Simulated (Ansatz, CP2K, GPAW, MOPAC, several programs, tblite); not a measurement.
# What each method gives for PbF2 (Fm-3m)

A 3-atom cell of PbF2 started from a crystallographic database, relaxed with r2SCAN+rVV10 in Ansatz, was computed with several methods. Space group Fm-3m (No. 225), cubic; a = 5.892 Å in the conventional setting, 17.04 Å³ an atom. Pb has 8 F at 2.55 Å; F has 4 Pb at 2.55 Å. No spin polarisation and no zero-point or thermal motion.

```cif
data_structure
_symmetry_space_group_name_H-M 'Fm-3m'
_symmetry_Int_Tables_number 225
_cell_length_a 5.8916
_cell_length_b 5.8916
_cell_length_c 5.8916
_cell_angle_alpha 90.000
_cell_angle_beta 90.000
_cell_angle_gamma 90.000
_cell_volume 204.50
loop_
_atom_site_label
_atom_site_type_symbol
_atom_site_symmetry_multiplicity
_atom_site_Wyckoff_symbol
_atom_site_fract_x
_atom_site_fract_y
_atom_site_fract_z
_atom_site_occupancy
Pb1 Pb 4 a 0.00000 0.00000 0.00000 1
F1 F 8 c 0.25000 0.75000 0.75000 1
```

Gaps and times are for a single point on this cell; volume and bulk modulus come from each method's own relaxation or energy curve at fixed shape. Times are rough, from shared hosts (Arm Neoverse V2), and each method has its own mesh and cell size. PM6 (MOPAC), PM7 (MOPAC), GFN1-xTB (tblite), GFN2-xTB (tblite) treat a cluster of cells at its zone centre, which samples few k points: where these miss a band edge, the gap comes out too large for that reason alone. Gaps from k meshes are read at a limited set of points (mesh, symmetry points, PBE's band edges), so each method's own least gap may be somewhat smaller. xTB and the PM methods were fitted mostly to molecules, and can miss a solid's gap by electronvolts. Minimal bases can be far off for gaps. GLLB-SC's gap includes the derivative discontinuity. d marks a direct gap, i an indirect one (no mark: not told apart), a dash a value that wasn't computed or didn't pass its checks.

```csv
method,kind,gap (eV),own volume (Å³/atom),bulk modulus (GPa),atoms computed,processor time
light PBE (260 eV and a coarse mesh),light plane-wave,4.43 i,–,–,3,0.69 s
PBE,semilocal,4.41 i,–,–,3,1.8 s
GFN1-xTB (tblite),tight binding,3.66,15.72,106,96,1.8 s
PBE/single zeta (GPAW),small basis,3.45 i,–,–,3,3 s
PM6 (MOPAC),semi-empirical,8.43,–,–,96,3.1 s
PM7 (MOPAC),semi-empirical,11.95,–,–,96,3.1 s
r2SCAN,semilocal,4.92 i,–,–,3,4.6 s
GFN2-xTB (tblite),tight binding,5.67,–,–,96,5.7 s
PBE/SZV (CP2K),small basis,3.54 i,18.03,75,3,10 s
GLLB-SC (GPAW),model potential,7.21,–,–,3,11 s
PBE/DZVP (CP2K),small basis,4.35 i,18.02,67,3,16 s
```

Against r2SCAN (4.92 eV) and with closed or daggered gaps left aside, the nearest gap at the points sampled is that of light PBE (260 eV and a coarse mesh) (-0.49 eV) and the farthest that of PM7 (MOPAC) (+7.03 eV). r2SCAN is only a yardstick of convenience: semilocal gaps usually lie below measured ones, which GLLB-SC and hybrids aim to mend.

Spin-orbit coupling is left out; in compounds of Pb, Bi, Tl or Hg it can lower a gap by up to about 1 eV, split its edges or invert the bands.
